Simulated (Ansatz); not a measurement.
# Molecular dynamics of Li

Input:

```yaml
crystal:
  lattice:
    - [7.312873, 0.0, 0.0]
    - [0.0, 7.312873, 0.0]
    - [0.0, 0.0, 7.312873]
  atoms:
    - { symbol: Li, position: [0.0, 0.0, 0.0] }
    - { symbol: Li, position: [0.5, 0.0, 0.0] }
    - { symbol: Li, position: [0.0, 0.5, 0.0] }
    - { symbol: Li, position: [0.0, 0.0, 0.5] }
    - { symbol: Li, position: [0.25, 0.25, 0.25] }
    - { symbol: Li, position: [0.5, 0.5, 0.0] }
    - { symbol: Li, position: [0.5, 0.0, 0.5] }
    - { symbol: Li, position: [0.75, 0.25, 0.25] }
    - { symbol: Li, position: [0.0, 0.5, 0.5] }
    - { symbol: Li, position: [0.25, 0.75, 0.25] }
    - { symbol: Li, position: [0.25, 0.25, 0.75] }
    - { symbol: Li, position: [0.5, 0.5, 0.5] }
    - { symbol: Li, position: [0.75, 0.75, 0.25] }
    - { symbol: Li, position: [0.75, 0.25, 0.75] }
    - { symbol: Li, position: [0.25, 0.75, 0.75] }
    - { symbol: Li, position: [0.75, 0.75, 0.75] }
basis:
  ecutwfc: 420.0
kpoints:
  mp_grid: { grid: [3, 3, 3] }
hamiltonian:
  xc: pbe
scf:
  occupations: { method: fermi_dirac, width: 0.16 }
  lower_state_search: "off"
md:
  timestep: 1
  n_steps: 200
  ensemble: nvt_langevin
  temperature: 1800.0
  initial_velocities: maxwell_boltzmann
  seed: 890978
  friction: 0.02
```

Command:

```bash
$ ansatz run input.yaml --threads 2 --pin off --max-ram 5120MiB --backend cpu --events-out ev --progress --plain --runs-dir out
```

It starts from a structure without forces on its atoms.

Output, in part (step lines):

```
md step     0: t =     0.00 fs  T =  1687.5 K  F+E_penalty+E_count = -3274.94238389 eV  E_kin = 3.490020 eV  (6 SCF iters)
md step     1: t =     1.00 fs  T =  1692.0 K  F+E_penalty+E_count = -3274.93693431 eV  E_kin = 3.499406 eV  (6 SCF iters)
md step     2: t =     2.00 fs  T =  1613.4 K  F+E_penalty+E_count = -3274.92124285 eV  E_kin = 3.336743 eV  (6 SCF iters)
md step     3: t =     3.00 fs  T =  1632.0 K  F+E_penalty+E_count = -3274.89583752 eV  E_kin = 3.375295 eV  (6 SCF iters)
md step     4: t =     4.00 fs  T =  1656.5 K  F+E_penalty+E_count = -3274.86015256 eV  E_kin = 3.425927 eV  (6 SCF iters)
md step     5: t =     5.00 fs  T =  1555.9 K  F+E_penalty+E_count = -3274.81454880 eV  E_kin = 3.217798 eV  (5 SCF iters)
md step     6: t =     6.00 fs  T =  1526.3 K  F+E_penalty+E_count = -3274.76037772 eV  E_kin = 3.156722 eV  (5 SCF iters)
md step     7: t =     7.00 fs  T =  1438.1 K  F+E_penalty+E_count = -3274.69748031 eV  E_kin = 2.974236 eV  (5 SCF iters)
[... lines left out ...]
md step   199: t =   199.00 fs  T =  2064.0 K  F+E_penalty+E_count = -3270.63571448 eV  E_kin = 4.268673 eV  (5 SCF iters)
md step   200: t =   200.00 fs  T =  2143.8 K  F+E_penalty+E_count = -3270.65419070 eV  E_kin = 4.433816 eV  (6 SCF iters)
```

The steps, from the saved trajectory:

```json
{"time (fs)": "0", "T (K)": "1688", "potential energy less start (eV)": "0.000"}
{"time (fs)": "6", "T (K)": "1526", "potential energy less start (eV)": "0.182"}
{"time (fs)": "12", "T (K)": "1347", "potential energy less start (eV)": "0.687"}
{"time (fs)": "18", "T (K)": "1354", "potential energy less start (eV)": "1.427"}
{"time (fs)": "24", "T (K)": "1083", "potential energy less start (eV)": "2.240"}
{"time (fs)": "30", "T (K)": "954", "potential energy less start (eV)": "2.803"}
{"time (fs)": "36", "T (K)": "1149", "potential energy less start (eV)": "2.880"}
{"time (fs)": "42", "T (K)": "1479", "potential energy less start (eV)": "2.586"}
{"time (fs)": "48", "T (K)": "1386", "potential energy less start (eV)": "2.408"}
{"time (fs)": "54", "T (K)": "945", "potential energy less start (eV)": "2.382"}
{"time (fs)": "60", "T (K)": "1123", "potential energy less start (eV)": "2.255"}
{"time (fs)": "66", "T (K)": "1185", "potential energy less start (eV)": "2.170"}
{"time (fs)": "72", "T (K)": "1359", "potential energy less start (eV)": "2.292"}
{"time (fs)": "78", "T (K)": "1274", "potential energy less start (eV)": "2.558"}
{"time (fs)": "84", "T (K)": "1148", "potential energy less start (eV)": "2.982"}
{"time (fs)": "90", "T (K)": "1205", "potential energy less start (eV)": "3.361"}
{"time (fs)": "96", "T (K)": "1325", "potential energy less start (eV)": "3.422"}
{"time (fs)": "102", "T (K)": "1370", "potential energy less start (eV)": "3.257"}
{"time (fs)": "108", "T (K)": "1310", "potential energy less start (eV)": "3.149"}
{"time (fs)": "114", "T (K)": "1549", "potential energy less start (eV)": "3.208"}
{"time (fs)": "120", "T (K)": "1644", "potential energy less start (eV)": "3.442"}
{"time (fs)": "126", "T (K)": "1628", "potential energy less start (eV)": "3.521"}
{"time (fs)": "132", "T (K)": "1574", "potential energy less start (eV)": "3.617"}
{"time (fs)": "138", "T (K)": "1765", "potential energy less start (eV)": "3.668"}
{"time (fs)": "144", "T (K)": "1743", "potential energy less start (eV)": "3.822"}
{"time (fs)": "150", "T (K)": "1756", "potential energy less start (eV)": "3.914"}
{"time (fs)": "156", "T (K)": "2127", "potential energy less start (eV)": "3.717"}
{"time (fs)": "162", "T (K)": "2223", "potential energy less start (eV)": "3.403"}
{"time (fs)": "168", "T (K)": "2060", "potential energy less start (eV)": "3.315"}
{"time (fs)": "174", "T (K)": "2193", "potential energy less start (eV)": "3.303"}
{"time (fs)": "180", "T (K)": "2439", "potential energy less start (eV)": "3.339"}
{"time (fs)": "186", "T (K)": "2283", "potential energy less start (eV)": "3.656"}
{"time (fs)": "192", "T (K)": "2110", "potential energy less start (eV)": "4.175"}
{"time (fs)": "198", "T (K)": "2068", "potential energy less start (eV)": "4.319"}
```

The run went to its last step. A run of 0.2 ps of so small a system gives no equilibrium averages. Limits of this set-up: coarse k mesh.

Mean squared displacements from the first frame to the last, about the centre of mass: Li 1.19 Å².

Last frame:

```xyz
16
Lattice="7.3129 0.0000 0.0000 0.0000 7.3129 0.0000 0.0000 0.0000 7.3129" Properties=species:S:1:pos:R:3
Li 0.222 -0.862 1.111
Li 3.585 0.252 0.736
Li 0.917 4.009 0.052
Li -1.369 -0.483 3.747
Li 3.464 0.059 3.349
Li 3.104 2.997 -0.240
Li 3.951 0.781 4.917
Li 5.835 2.056 1.977
Li 0.213 2.879 3.244
Li 2.499 5.372 2.359
Li 1.109 0.907 6.290
Li 4.100 3.935 4.545
Li 5.404 4.786 2.340
Li 5.759 1.581 6.567
Li 1.841 5.996 5.103
Li 5.282 5.292 6.226
```

Time of the run: 6.1 min on 2 threads of AMD EPYC 9R45 (Zen 5), with other jobs on the host, peak memory 0.75 GiB.
